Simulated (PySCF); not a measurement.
# C3H9AlO: the cost of one run

The runs use PySCF 2.14.0, with density-fitted response routines of our own; the level of theory stands in each step. All values are computed, except where a source is named. Atoms count from 0, in the outputs and in this text.

## (1) The molecule as given

14 atoms, charge 0, multiplicity 1; geometry from: PBE0-D3(BJ)/def2-SVP.

Bonds of the start (Å): C0–C1 1.53, C1–Al2 1.96, Al2–O3 1.70, O3–C4 1.39, C0–H5 1.10, C0–H6 1.10, C0–H7 1.10, C1–H8 1.11, C1–H9 1.11, Al2–H10 1.59, C4–H11 1.11, C4–H12 1.10, C4–H13 1.11.

## (2) Nuclear shieldings: PBE0/6-31G*

The job: settings as JSON, then the geometry in Å.

```
{"job": {"kind": "nmr", "xc": "PBE0", "basis": "6-31G*", "pop": true}, "charge": 0, "multiplicity": 1}
C     -2.685076     0.268627    -0.079156
C     -1.340834    -0.129347    -0.689287
Al     0.233997     0.150957     0.435112
O      1.745190    -0.295841    -0.210047
C      3.078719    -0.279475     0.169535
H     -3.527233     0.080191    -0.765393
H     -2.896743    -0.285744     0.849548
H     -2.718603     1.339294     0.180912
H     -1.347714    -1.195992    -0.981737
H     -1.169788     0.411825    -1.638467
H      0.202323     0.760871     1.907391
H      3.497413    -1.302265     0.178466
H      3.683036     0.311166    -0.542289
H      3.238256     0.150364     1.177819
```

Method: GIAO PBE0/6-31G* NMR shielding, non-relativistic, gas phase.

Started as:

```
OMP_NUM_THREADS=1 python probes_run.py task.json out
```

This one command runs all jobs of the session in turn.

Q: Estimate the wall time and peak memory of this first job on 1 thread of Arm Neoverse V1, shared host.

About 7.1 s, with a peak of 0.51 GiB.
